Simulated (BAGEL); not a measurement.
# TiH4O4 (SMILES O[Ti](O)(O)O): RI-MP2/def2-SVP (density fitting with qzvpp-jkfit)

Aim: the energy change on altering one bond length of TiH4O4 at RI-MP2/def2-SVP (density fitting with qzvpp-jkfit), from 2 runs. 

The calculation is run with BAGEL 1.2.2.

## (1) Starting point

TiH4O4: 9 atoms, total charge 0, spin state singlet. As SMILES, `O[Ti](O)(O)O`. The coordinates come from a PBE0-D4/def2-TZVP relaxation. This is one conformer, not always the lowest.

Bond lengths: O1–Ti2 1.801 Å, Ti2–O3 1.801 Å, Ti2–O4 1.801 Å, Ti2–O5 1.801 Å, O1–H6 0.958 Å, O3–H7 0.958 Å, O4–H8 0.958 Å, O5–H9 0.958 Å. Angles: O1–Ti2–O3 108.5°, O1–Ti2–O4 109.9°, O1–Ti2–O5 110.0°, O3–Ti2–O4 110.0°, O3–Ti2–O5 109.9°, O4–Ti2–O5 108.5°, Ti2–O1–H6 129.5°, Ti2–O3–H7 129.5°, Ti2–O4–H8 129.5°, Ti2–O5–H9 129.6°.

## (2) The energy at RI-MP2/def2-SVP (density fitting with qzvpp-jkfit)

File job.json:

```json
{ "bagel": [

{
  "title": "molecule",
  "basis": "svp",
  "df_basis": "qzvpp-jkfit",
  "angstrom": true,
  "geometry": [
    { "atom": "O", "xyz": [      -0.125250,       1.268390,      -1.272730 ] },
    { "atom": "Ti", "xyz": [       0.000070,       0.000090,      -0.000050 ] },
    { "atom": "O", "xyz": [       1.651710,      -0.715310,      -0.066120 ] },
    { "atom": "O", "xyz": [      -1.235630,      -1.279200,      -0.283830 ] },
    { "atom": "O", "xyz": [      -0.290490,       0.726280,       1.622320 ] },
    { "atom": "H", "xyz": [      -0.813470,       1.413950,      -1.922910 ] },
    { "atom": "H", "xyz": [       2.270980,      -0.885970,       0.644480 ] },
    { "atom": "H", "xyz": [      -1.123140,      -2.176250,      -0.600550 ] },
    { "atom": "H", "xyz": [      -0.334770,       1.648010,       1.879390 ] }
  ]
},

{
  "title": "hf",
  "charge": 0
},

{
  "title": "mp2",
  "charge": 0,
  "ncore": 9
}

]}
```

Launch:

```console
BAGEL_NUM_THREADS=1 BAGEL job.json > job.out
```

The log of the run:

```text
* using 1 threads per process

  ===============================================================
  ===============================================================

  *** Geometry ***

  { "atom" : "O", "xyz" : [     -0.236688,      2.396910,     -2.405111 ] },
  { "atom" : "Ti", "xyz" : [      0.000132,      0.000170,     -0.000094 ] },
  { "atom" : "O", "xyz" : [      3.121280,     -1.351740,     -0.124949 ] },
  { "atom" : "O", "xyz" : [     -2.335002,     -2.417338,     -0.536361 ] },
  { "atom" : "O", "xyz" : [     -0.548947,      1.372470,      3.065740 ] },
  { "atom" : "H", "xyz" : [     -1.537236,      2.671978,     -3.633773 ] },
  { "atom" : "H", "xyz" : [      4.291530,     -1.674241,      1.217891 ] },
  { "atom" : "H", "xyz" : [     -2.122427,     -4.112516,     -1.134875 ] },
  { "atom" : "H", "xyz" : [     -0.632624,      3.114288,      3.551532 ] },

  Number of auxiliary basis functions:      644

  Since a DF basis is specified, we compute 2- and 3-index integrals:
    o Being stored without compression. Storage requirement is 0.059 GB

  Number of basis functions:      107
  Number of electrons      :       58

    * METHOD: MOLECULE                             0.55

  *** RHF ***

  === Nuclear Repulsion ===
   327.3350931368

      * DIIS with orbital gradients will be used.

  === RHF iteration (svp) ===
      0      -1149.29181767          0.02857093           0.23
      1      -1149.14794989          0.03670946           0.19
      2      -1150.01293824          0.00334452           0.19
      3      -1150.02237584          0.00064093           0.17
      4      -1150.02293862          0.00016514           0.18
      5      -1150.02300483          0.00005420           0.20
      6      -1150.02301519          0.00001745           0.18
      7      -1150.02301629          0.00000677           0.17
      8      -1150.02301636          0.00000273           0.17
      9      -1150.02301637          0.00000100           0.17
     10      -1150.02301638          0.00000032           0.17
     11      -1150.02301638          0.00000011           0.16
     12      -1150.02301638          0.00000004           0.16
     13      -1150.02301638          0.00000002           0.16
     14      -1150.02301638          0.00000001           0.20
    * SCF iteration converged.

    * Permanent dipole moment:
           (    0.000604,    -0.000004,    -0.000700) a.u.

    * METHOD: HF                                   3.10

  *** RHF ***

  === Nuclear Repulsion ===
   327.3350931368

      * DIIS with orbital gradients will be used.

  === RHF iteration (svp) ===
      0      -1150.02301638          0.00000001           0.16
    * SCF iteration converged.

    * Permanent dipole moment:
           (    0.000604,    -0.000005,    -0.000700) a.u.

  === DF-MP2 calculation ===

    * freezing 9 orbitals
    * 3-index integral transformation done
    * assembly done

      MP2 correlation energy:   -1.0739175497      0.14

      MP2 total energy:       -1151.0969339269

    * METHOD: MP2                                  0.49

  ===============================================================
```

Wall time 4.8 s (1 thread of AMD EPYC 7R43 (Zen 3), shared host); peak memory 0.21 GiB.

## (3) The distorted shape, same level

File job.json:

```json
{ "bagel": [

{
  "title": "molecule",
  "basis": "svp",
  "df_basis": "qzvpp-jkfit",
  "angstrom": true,
  "geometry": [
    { "atom": "O", "xyz": [   -0.187912,    1.902563,   -1.909093 ] },
    { "atom": "Ti", "xyz": [    0.000070,    0.000090,   -0.000050 ] },
    { "atom": "O", "xyz": [    1.651710,   -0.715310,   -0.066120 ] },
    { "atom": "O", "xyz": [   -1.235630,   -1.279200,   -0.283830 ] },
    { "atom": "O", "xyz": [   -0.290490,    0.726280,    1.622320 ] },
    { "atom": "H", "xyz": [   -0.876132,    2.048123,   -2.559273 ] },
    { "atom": "H", "xyz": [    2.270980,   -0.885970,    0.644480 ] },
    { "atom": "H", "xyz": [   -1.123140,   -2.176250,   -0.600550 ] },
    { "atom": "H", "xyz": [   -0.334770,    1.648010,    1.879390 ] }
  ]
},
{
  "title": "hf",
  "charge": 0
},
{
  "title": "mp2",
  "charge": 0,
  "ncore": 9
}

]}
```

Launch:

```console
BAGEL_NUM_THREADS=1 BAGEL job.json > job.out
```

The log of the run:

```text
* using 1 threads per process

  ===============================================================
  ===============================================================

  *** Geometry ***

  { "atom" : "O", "xyz" : [     -0.355102,      3.595323,     -3.607663 ] },
  { "atom" : "Ti", "xyz" : [      0.000132,      0.000170,     -0.000094 ] },
  { "atom" : "O", "xyz" : [      3.121280,     -1.351740,     -0.124949 ] },
  { "atom" : "O", "xyz" : [     -2.335002,     -2.417338,     -0.536361 ] },
  { "atom" : "O", "xyz" : [     -0.548947,      1.372470,      3.065740 ] },
  { "atom" : "H", "xyz" : [     -1.655650,      3.870392,     -4.836325 ] },
  { "atom" : "H", "xyz" : [      4.291530,     -1.674241,      1.217891 ] },
  { "atom" : "H", "xyz" : [     -2.122427,     -4.112516,     -1.134875 ] },
  { "atom" : "H", "xyz" : [     -0.632624,      3.114288,      3.551532 ] },

  Number of auxiliary basis functions:      644

  Since a DF basis is specified, we compute 2- and 3-index integrals:
    o Being stored without compression. Storage requirement is 0.059 GB

  Number of basis functions:      107
  Number of electrons      :       58

    * METHOD: MOLECULE                             0.64

  *** RHF ***

  === Nuclear Repulsion ===
   300.3927873006

      * DIIS with orbital gradients will be used.

  === RHF iteration (svp) ===
      0      -1149.03077104          0.02955540           0.20
      1      -1141.87294377          0.09233116           0.19
      2      -1149.75434824          0.01200970           0.19
      3      -1149.87688538          0.00198715           0.20
      4      -1149.88241205          0.00114098           0.19
      5      -1149.88415018          0.00034367           0.21
      6      -1149.88452021          0.00015213           0.19
      7      -1149.88463132          0.00004625           0.20
      8      -1149.88464404          0.00002403           0.19
      9      -1149.88464600          0.00001217           0.18
     10      -1149.88464648          0.00000534           0.18
     11      -1149.88464656          0.00000225           0.18
     12      -1149.88464658          0.00000091           0.21
     13      -1149.88464658          0.00000040           0.18
     14      -1149.88464658          0.00000023           0.18
     15      -1149.88464658          0.00000012           0.18
     16      -1149.88464658          0.00000005           0.19
     17      -1149.88464658          0.00000003           0.18
     18      -1149.88464658          0.00000001           0.18
     19      -1149.88464658          0.00000001           0.18
    * SCF iteration converged.

    * Permanent dipole moment:
           (   -0.285721,     1.363666,    -1.463705) a.u.

    * METHOD: HF                                   4.28

  *** RHF ***

  === Nuclear Repulsion ===
   300.3927873006

      * DIIS with orbital gradients will be used.

  === RHF iteration (svp) ===
      0      -1149.88464658          0.00000000           0.16
    * SCF iteration converged.

    * Permanent dipole moment:
           (   -0.285722,     1.363666,    -1.463705) a.u.

  === DF-MP2 calculation ===

    * freezing 9 orbitals
    * 3-index integral transformation done
    * assembly done

      MP2 correlation energy:   -1.0875378920      0.16

      MP2 total energy:       -1150.9721844712

    * METHOD: MP2                                  0.52

  ===============================================================
```

Wall time 6 s (1 thread of AMD EPYC 7R43 (Zen 3), shared host); peak memory 0.2 GiB.

## (4) Outcome

At RI-MP2/def2-SVP (density fitting with qzvpp-jkfit), 9 core orbitals frozen:

| quantity | value |
| --- | --- |
| first shape: total energy | -1151.09693 Eh |
| first shape: correlation energy (9 core orbitals frozen) | -1073.9 mEh |
| distorted shape: total energy | -1150.97218 Eh |
| distorted shape: correlation energy (9 core orbitals frozen) | -1087.5 mEh |
| energy change with the O1–Ti2 bond stretched from 1.801 to 2.702 Å | 3.395 eV |

In words: With the O1–Ti2 bond stretched from 1.801 to 2.702 Å the energy rises by 3.39 eV (78 kcal/mol). The first shape isn't relaxed at this level, so the change isn't measured from a minimum. A restricted reference can't describe the breaking bond well at this length.
